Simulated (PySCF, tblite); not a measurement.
# C5H5O2 radical: geometry, infrared bands and EPR parameters

Wanted: the infrared bands and EPR parameters of C5H5O2 radical (`C#C[CH]COC=O`), by calculation.

The runs use tblite 0.8.0 and PySCF 2.14.0, with density-fitted response routines of our own; the level of theory stands in each step. All values are computed, except where a source is named. Atoms are numbered from 0 throughout.

## (1) The starting structure

12 atoms, charge 0, multiplicity 2; geometry from: force field or distance geometry start.

Bonds of the start (Å): C0–C1 1.22, C1–C2 1.47, C2–C3 1.50, C3–O4 1.40, O4–C5 1.40, C5–O6 1.26, C0–H7 1.07, C2–H8 1.11, C3–H9 1.13, C3–H10 1.12, C5–H11 1.08.

## (2) Geometry optimisation with GFN2-xTB

What the job is given:

```
{"job": {"kind": "relax", "xc": "GFN2-xTB", "basis": "xTB"}, "charge": 0, "multiplicity": 2}
C      2.894300     0.091900     0.727600
C      1.867800    -0.086700     0.097700
C      0.645200    -0.319700    -0.677200
C     -0.412000    -0.893900     0.216300
O     -1.226800     0.021800     0.882900
C     -2.021200     0.908900     0.155600
O     -2.059400     0.950900    -1.101400
H      3.795000     0.247500     1.286400
H      0.258600     0.646800    -1.055800
H     -1.105500    -1.491000    -0.444100
H     -0.009300    -1.672800     0.919900
H     -2.625500     1.595600     0.730700
```

On the command line:

```console
OMP_NUM_THREADS=1 python probes_run.py task.json out
```

One launch serves the whole session: the jobs run in the order shown.

The program printed:

```text
step      E/eV     max force
  0    -577.00451    4.341
  1    -577.47911    5.138
  2    -577.73792    1.711
  3    -577.84303    1.083
  4    -577.89324    3.064
  5    -577.96497    0.685
  6    -577.99151    0.590
  7    -578.03088    0.617
  8    -578.04949    0.472
  9    -578.07408    0.351
 10    -578.08864    0.384
 11    -578.10058    0.345
 12    -578.10863    0.242
 13    -578.11631    0.252
 14    -578.12341    0.213
 15    -578.12851    0.205
 16    -578.13168    0.160
 17    -578.13413    0.150
 18    -578.13678    0.167
 19    -578.13968    0.186
 20    -578.14244    0.134
 21    -578.14420    0.124
 22    -578.14576    0.102
 23    -578.14726    0.115
 24    -578.14861    0.100
 25    -578.14962    0.084
 26    -578.15034    0.072
 27    -578.15083    0.064
 28    -578.15119    0.058
 29    -578.15159    0.072
 30    -578.15209    0.073
 31    -578.15258    0.059
 32    -578.15289    0.046
 33    -578.15305    0.028
 34    -578.15316    0.032
 35    -578.15327    0.033
 36    -578.15336    0.027
 37    -578.15340    0.018
 38    -578.15343    0.015
 39    -578.15346    0.019
 40    -578.15350    0.021
 41    -578.15355    0.024
 42    -578.15362    0.032
 43    -578.15375    0.044
 44    -578.15394    0.048
 45    -578.15416    0.040
 46    -578.15438    0.043
 47    -578.15458    0.041
 48    -578.15483    0.056
 49    -578.15522    0.068
 50    -578.15571    0.072
 51    -578.15623    0.065
 52    -578.15663    0.129
 53    -578.15651    0.190
 54    -578.15713    0.054
 55    -578.15728    0.059
 56    -578.15746    0.062
 57    -578.15753    0.041
 58    -578.15764    0.046
 59    -578.15773    0.028
 60    -578.15780    0.070
 61    -578.15789    0.025
 62    -578.15800    0.023
 63    -578.15809    0.024
 64    -578.15817    0.038
 65    -578.15826    0.023
 66    -578.15830    0.117
 67    -578.15845    0.035
 68    -578.15857    0.024
 69    -578.15303    0.866
 70    -578.15871    0.063
 71    -578.15877    0.048
 72    -578.15777    0.458
 73    -578.15896    0.050
 74    -578.15911    0.034
 75    -578.15322    0.895
 76    -578.15924    0.033
 77    -578.15934    0.030
 78    -578.15454    0.816
 79    -578.15954    0.030
 80    -578.15970    0.025
 81    -578.15438    0.828
 82    -578.15991    0.023
 83    -578.16008    0.020
 84    -578.15564    0.745
 85    -578.16031    0.019
 86    -578.16049    0.022
 87    -578.15904    0.485
 88    -578.16079    0.031
 89    -578.16096    0.047
 90    -578.16086    0.294
 91    -578.16133    0.074
 92    -578.16149    0.081
 93    -578.16191    0.249
 94    -578.16247    0.067
 95    -578.16294    0.028
 96    -578.16382    0.082
 97    -578.16416    0.025
 98    -578.16434    0.064
 99    -578.16445    0.073
100    -578.16453    0.049
101    -578.16467    0.048
102    -578.16494    0.080
103    -578.16534    0.107
104    -578.16555    0.046
105    -578.16576    0.039
106    -578.16609    0.048
107    -578.16628    0.047
108    -578.16647    0.086
109    -578.16671    0.085
110    -578.16719    0.044
111    -578.16772    0.056
112    -578.16813    0.052
113    -578.16831    0.032
114    -578.16849    0.044
115    -578.16859    0.045
116    -578.16870    0.021
117    -578.16874    0.020
118    -578.16878    0.020
119    -578.16882    0.018
120    -578.16885    0.014
121    -578.16887    0.010
122    -578.16889    0.011
123    -578.16890    0.010
```

Wall time 0.45 s (1 thread of Arm Neoverse V2, shared host).

Relaxation path: (not every step is listed)

```csv
step,energy from step 0 (eV),largest force (eV/Å)
0,0.0000,4.3412
1,-0.4746,5.1377
2,-0.7334,1.7115
3,-0.8385,1.0830
4,-0.8887,3.0637
5,-0.9605,0.6849
6,-0.9870,0.5901
7,-1.0264,0.6166
8,-1.0450,0.4723
19,-1.1352,0.1863
30,-1.1476,0.0731
41,-1.1490,0.0235
52,-1.1521,0.1294
63,-1.1536,0.0240
74,-1.1546,0.0343
85,-1.1558,0.0193
96,-1.1593,0.0822
107,-1.1618,0.0467
118,-1.1643,0.0200
119,-1.1643,0.0185
120,-1.1643,0.0136
121,-1.1644,0.0104
122,-1.1644,0.0114
123,-1.1644,0.0097
```

Close pairs (by a distance rule), those that changed most:

```
  bond  before (Å)  after (Å)  change (Å)
 C1–C2       1.466      1.359      -0.107
 O4–C5       1.395      1.317      -0.078
 C5–O6       1.258      1.196      -0.063
 C3–O4       1.395      1.444      +0.049
C3–H10       1.124      1.093      -0.031
 C2–H8       1.108      1.079      -0.029
 C3–H9       1.129      1.102      -0.027
C5–H11       1.080      1.104      +0.023
```

The final coordinates are the input of the step that follows.

## (3) Harmonic vibrations with GFN2-xTB

What the job is given:

```
{"job": {"kind": "ir", "xc": "GFN2-xTB", "basis": "xTB"}, "charge": 0, "multiplicity": 2}
C      3.205758    -0.346241     0.627862
C      2.092910    -0.074063     0.216455
C      0.846030     0.212982    -0.243018
C     -0.369151    -0.474120     0.260245
O     -1.340766     0.494339     0.711682
C     -2.463321     0.600233     0.030867
O     -2.792349    -0.036343    -0.926337
H      4.169955    -0.562813     0.978368
H      0.717474     0.981527    -0.989573
H     -0.847510    -1.067406    -0.535083
H     -0.137779    -1.118183     1.112432
H     -3.080054     1.389403     0.494794
```

The program printed:

```text
mode    cm-1     km/mol
  1      19.3      1.71
  2      38.6      1.57
  3     149.4      1.07
  4     255.0      8.29
  5     283.8     16.60
  6     331.9      1.28
  7     422.1     27.21
  8     457.2      7.62
  9     494.4     30.84
 10     597.0      6.34
 11     647.5     27.43
 12     728.6      8.92
 13     905.0     17.45
 14     934.0     33.25
 15     940.2     12.04
 16    1049.8     13.49
 17    1134.4    128.52
 18    1157.9     88.86
 19    1193.1     21.88
 20    1280.8     10.68
 21    1347.9     25.56
 22    1356.4      9.99
 23    1410.1      6.79
 24    1786.0    548.59
 25    2113.5      2.67
 26    2824.1     97.06
 27    2853.7     10.70
 28    2966.8     14.62
 29    3082.5     11.26
 30    3394.1     13.51
```

It took 0.2 s on 1 thread of Arm Neoverse V2, shared host.

The strongest bands and the atoms that carry them (share of the mass-weighted mode):

```
cm⁻¹  km/mol                                atoms
 422    27.2           O4 42 %, H8 15 %, H11 11 %
 494    30.8                              H7 80 %
 648    27.4                              H7 79 %
 934    33.2            C3 27 %, H9 23 %, O4 15 %
1134   128.5            H8 34 %, C5 20 %, O4 19 %
1158    88.9  H8 31 %, O4 17 %, C5 14 %, H10 11 %
1786   548.6                     C5 60 %, O6 38 %
2824    97.1                             H11 93 %
```

## (4) g tensor and hyperfine couplings: B3LYP/pcH-1

Same as in step 3 but for these lines:

```diff
@@ -1,2 +1,2 @@
-{"job": {"kind": "ir", "xc": "GFN2-xTB", "basis": "xTB"}, "charge": 0, "multiplicity": 2}
+{"job": {"kind": "epr", "basis": "pcH-1"}, "charge": 0, "multiplicity": 2}
 C      3.205758    -0.346241     0.627862
```

Method: UKS B3LYP, pcH-1 on C H O, non-relativistic, mean-field spin-orbit, GIAO.

The program printed:

```text
UKS, coarse grid
  cycle   1  E = -343.73295310  |g| = 6.70e-01
  cycle   2  E = -343.29675205  |g| = 1.27e+00
  cycle   3  E = -343.87446218  |g| = 2.48e-01
  cycle   4  E = -343.89557623  |g| = 8.59e-02
  cycle   5  E = -343.89794546  |g| = 2.10e-02
  cycle   6  E = -343.89816082  |g| = 8.17e-03
  cycle   7  E = -343.89819153  |g| = 6.36e-03
  cycle   8  E = -343.89821933  |g| = 2.08e-03
  cycle   9  E = -343.89822471  |g| = 1.18e-03
  cycle  10  E = -343.89822651  |g| = 3.98e-04
UKS, final grid
  cycle   1  E = -343.89816368  |g| = 4.65e-04
  cycle   2  E = -343.89816357  |g| = 8.30e-04
  cycle   3  E = -343.89816386  |g| = 1.56e-04
  cycle   4  E = -343.89816388  |g| = 9.31e-05
  cycle   5  E = -343.89816390  |g| = 3.18e-05
  cycle   6  E = -343.89816390  |g| = 7.35e-06
E = -343.89816390 Eh   <S^2> = 0.7687 (exact 0.7500)
g shifts (ppm)      1          2          3
  rmc          -150       -150       -150
  gc              6         34         34
  oz_so         -98        557        799
  total        -241        441        684
hyperfine (MHz)  atom isotope    a_iso     a_fc   dipolar eigenvalues
    0   13C      45.04      45.04    -45.22    -33.95     79.18
    1   13C     -64.94     -64.94    -21.01     -1.70     22.72
    2   13C      65.28      65.28    -60.95    -59.91    120.86
    3   13C     -21.81     -21.81     -1.77     -0.34      2.11
    4   17O     -18.13     -18.13     -9.29      4.49      4.80
    5   13C      -2.63      -2.63     -0.63     -0.20      0.84
    6   17O      -1.30      -1.30     -3.81      1.67      2.14
    7    1H     -42.40     -42.40    -20.04     -1.72     21.76
    8    1H     -51.34     -51.34    -27.62     -1.40     29.02
    9    1H      77.84      77.84     -5.04     -1.35      6.40
   10    1H      10.07      10.07     -3.46     -3.13      6.59
   11    1H       7.48       7.48     -1.02     -0.68      1.70
```

It took 38 s on 1 thread of Arm Neoverse V2, shared host; peak memory 0.85 GiB.

Principal g values 2.00208, 2.00276, 2.00300; g(iso) = 2.00261, against 2.00232 for a free electron.

Mean a(iso) over the nuclei that a row names, and the largest dipolar term of the row (other rows stand at the frozen geometry):

| nuclei | isotope | a(iso) (MHz) | a(iso) (G, at g = 2.0023) | largest dipolar term (MHz) |
| --- | --- | --- | --- | --- |
| C2 | 13C | 65.3 | 23.3 | 120.9 |
| C1 | 13C | -64.9 | -23.2 | 22.7 |
| H8 | 1H | -51.3 | -18.3 | 29.0 |
| C0 | 13C | 45.0 | 16.1 | 79.2 |
| H9, H10 | 1H | 44.0 | 15.7 | 6.6 |
| H7 | 1H | -42.4 | -15.1 | 21.8 |
| C3 | 13C | -21.8 | -7.8 | 2.1 |
| O4 | 17O | -18.1 | -6.5 | -9.3 |
| H11 | 1H | 7.5 | 2.7 | 1.7 |
| C5 | 13C | -2.6 | -0.9 | 0.8 |
| O6 | 17O | -1.3 | -0.5 | -3.8 |

Mulliken spin populations:

```csv
atom,value (e)
C0,0.56
C1,-0.26
C2,0.75
C3,-0.05
O4,0.02
C5,0.00
O6,0.01
H7,-0.02
H8,-0.03
H9,0.03
H10,0.00
H11,0.00
```

In first order the couplings over 0.8 MHz of 1H give 24 distinct lines over 67.5 G, if the averaged nuclei exchange fast.

Orbitals, density, ELF and potential are computed afterwards from the orbital file.

ELF in a plane through or near 6 of the atoms.

Ten even steps from '0' (0.00) to '9' (1.00):
```
0000000000000000000000000000
0000000000000000000000000000
0000000000000000000000000000
0000000000001310000000000000
0000000110016860000000000000
0000002442028980000000000000
0000014665238950002200000000
0000245786665720124420000000
0003897481382742453440000000
0007998753275966662240000000
0008999366554827663441000000
0006998678502735534641000000
0001565566205994101220000000
0000011343009994000000000000
0000000110019994000000000000
0000000000007982000000000000
0000000000000320000000000000
0000000000000000000000000000
0000000000000000000000000000
0000000000000000000000000000
```
The map spans 13.7 Å across and 8.3 Å up, centred on the molecule. Atoms in the plane (x, y in Å): C0 (-3.3, 0.0), C1 (-2.1, 0.3), C2 (-0.8, 0.5), C3 (0.3, -0.5), C5 (2.5, 0.1), H10 (-0.1, -1.5).

On the surface of density 0.002 e/bohr³ the electrostatic potential runs, from the 1st to the 99th percentile, from -1.55 V near O6 to 1.62 V near H7.

The spin density lies nearest to C2 39 %; C0 31 %; C1 11 % (beta excess); H8 8 %.

## (5) Outcome

```
                                 quantity                  value
strongest single infrared mode (GFN2-xTB)  1786 cm⁻¹, 549 km/mol
             zero-point energy (GFN2-xTB)          51.7 kcal/mol
                           g(iso) (B3LYP)                2.00261
                                     ⟨S²⟩     0.769 (exact 0.75)
       largest a(iso) (averaged by class)    13C on C2, 65.3 MHz
    surface potential, 1st and 99th percentile     -1.55 V and 1.62 V
```

In words: Relaxing lowered the energy by 1.164 eV in 123 steps; the close pair that moved most is C1–C2, from 1.466 to 1.359 Å. No mode is imaginary among the 30: a minimum at this level. The strongest single mode, at 1786 cm⁻¹, moves mainly C5 and O6. Unscaled tight-binding wavenumbers are off by several per cent, some by more. Its intensities can rank the bands wrongly. The largest spin populations lie on C2 (0.75 e), C0 (0.56 e). The isotropic g lies 0.3 ppt above the free-electron value.
